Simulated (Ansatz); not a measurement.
# CH₂BrNSi: small, medium and large basis sets

Aim: see how fast density functionals converge with the basis set for CH₂BrNSi.

Computed with Ansatz 0.2.0, Gaussian basis. Level: one geometry, several basis sets.

Levels to be run: PBE0-D4/def2-SVP; ωB97M-V/def2-SVP; PBE0-D4/def2-QZVPP; ωB97M-V/def2-QZVPP; the functionals' def2-TZVPP values are taken from earlier runs.

### 1 The relaxed structure

All runs share one geometry, relaxed beforehand with PBE0-D4 in a triple-zeta def2 set.

SMILES `BrC1=N[SiH2]1`, 6 atoms, charge 0, spin multiplicity 1.

Atoms are counted from 1 here; the program's logs count them from 0.

Bond lengths: Br1–C2 1.881 Å, C2–N3 1.262 Å, C2–Si4 1.776 Å, N3–Si4 1.804 Å, Si4–H5 1.475 Å, Si4–H6 1.475 Å. Angles: Br1–C2–N3 129.8°, Br1–C2–Si4 159.7°, N3–C2–Si4 70.6°, C2–N3–Si4 68.2°, C2–Si4–N3 41.3°, C2–Si4–H5 121.7°, C2–Si4–H6 121.7°, N3–Si4–H5 118.1°, N3–Si4–H6 118.1°, H5–Si4–H6 115.0°.

Coordinates:

```tsv
atom	x (Å)	y (Å)	z (Å)
Br1	-0.1301	-2.7497	0.3922
C2	-0.2047	-0.9082	0.0185
N3	-1.0607	-0.2514	-0.6358
Si4	0.2534	0.8072	0.0019
H5	1.2465	1.3341	-0.9529
H6	-0.0622	1.7038	1.1298
```

### 2 PBE0-D4 in def2-SVP

The input, in.yaml:

```yaml
crystal:
  periodic: [false, false, false]
  atoms:
    - {symbol: Br, position_ang: [-0.130147, -2.749697, 0.392220]}
    - {symbol: C, position_ang: [-0.204662, -0.908195, 0.018505]}
    - {symbol: N, position_ang: [-1.060729, -0.251367, -0.635811]}
    - {symbol: Si, position_ang: [0.253396, 0.807232, 0.001950]}
    - {symbol: H, position_ang: [1.246487, 1.334125, -0.952885]}
    - {symbol: H, position_ang: [-0.062246, 1.703802, 1.129821]}
basis:
  gaussian: {orbitals: def2-SVP}
hamiltonian: {xc: pbe0, dispersion: d4}
output: {orbitals: {seedname: orbitals}}
```

Command:

```bash
$ ansatz run in.yaml --threads 2 --pin off --events-out ev --progress --plain --max-ram 4352MiB
```

Further steps of the session: ωB97M-V in def2-SVP; PBE0-D4 in def2-QZVPP; ωB97M-V in def2-QZVPP.

**Question.** What will the summary of the whole plan be? Wanted: PBE0-D4: double and triple zeta above quadruple; ωB97M-V: double and triple zeta above quadruple.

As calculated:

| quantity | value |
| --- | --- |
| PBE0-D4: double and triple zeta above quadruple | 16.13, 1.84 eV |
| ωB97M-V: double and triple zeta above quadruple | 16.10, 1.76 eV |

**Reading.** PBE0-D4 gains 14.28 eV from double to triple zeta, then 1.84 eV more. Total energies overstate the basis error of differences, where much of it tends to cancel. The LUMO of ωB97M-V is positive and keeps falling with the basis (0.79 to 0.22 eV): an unbound level that the basis holds in place.
